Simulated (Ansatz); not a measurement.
# ZrB2: the cost of one run

Computed with Ansatz 0.2.0 (DFT PBE + D4, scalar-relativistic, plane waves, PAW, unless a step's input says otherwise).

1 further run of the same task is left out (set aside as unsound or not needed). Runs told in other sessions of the task aren't counted.

### 1 The structure to begin with

The structure is hexagonal, space group P6/mmm (No. 191). Conventional cell: a = 3.163 Å, b = 3.163 Å, c = 3.524 Å, α = 90.00°, β = 90.00°, γ = 120.00°. Zr (site symmetry 6/mmm) has 12 B at 2.54 Å in its first shell of neighbours. B (site symmetry -6m2) has 3 B at 1.83 Å and 6 Zr at 2.54 Å in its first shell of neighbours.

Structure file:

```xyz
3
Lattice="3.1632 0.0000 0.0000 -1.5816 2.7394 0.0000 0.0000 0.0000 3.5240" Properties=species:S:1:pos:R:3 pbc="T T T"
Zr    0.0000    0.0000    0.0000
B     0.0000    1.8263    1.7620
B     1.5816    0.9131    1.7620
```

At PBE, an earlier run found 2.42 GPa for this cell of 10.179 Å³/atom (8×8×8 mesh), a metal on this mesh.

### 2 At the given cell

The input, input.yaml:

```yaml
crystal:
  lattice:
    - [3.1632195451, 0.0, 0.0]
    - [-1.5816097725, 2.7394284838, 0.0]
    - [0.0, 0.0, 3.5239748476]
  atoms:
    - { symbol: Zr, position: [0.0, 0.0, 0.0] }
    - { symbol: B, position: [0.3333333333, 0.6666666667, 0.5] }
    - { symbol: B, position: [0.6666666667, 0.3333333333, 0.5] }
basis:
  ecutwfc: 420
  ecutrho_ratio: 4
kpoints:
  mp_grid: { grid: [8, 8, 8] }
hamiltonian:
  xc: pbe
  dispersion: d4
scf:
  occupations: { method: gaussian, width: 0.05 }
output:
  forces: true
  stress: true
  eigenvalues: true
relax:
  f_tol: 0.02
  max_steps: 40
  cell: { stress_tol: 0.2, fix: [volume] }
```

Launch:

```
ansatz run input.yaml --threads 4 --pin off --max-ram 8192MiB --backend cpu --events-out ev --progress --plain --runs-dir out
```

**Question.** How long does this run take on 4 threads of Arm Neoverse V2, shared host, and how much memory does it need?

About 2.1 s, with a peak of 0.32 GiB.
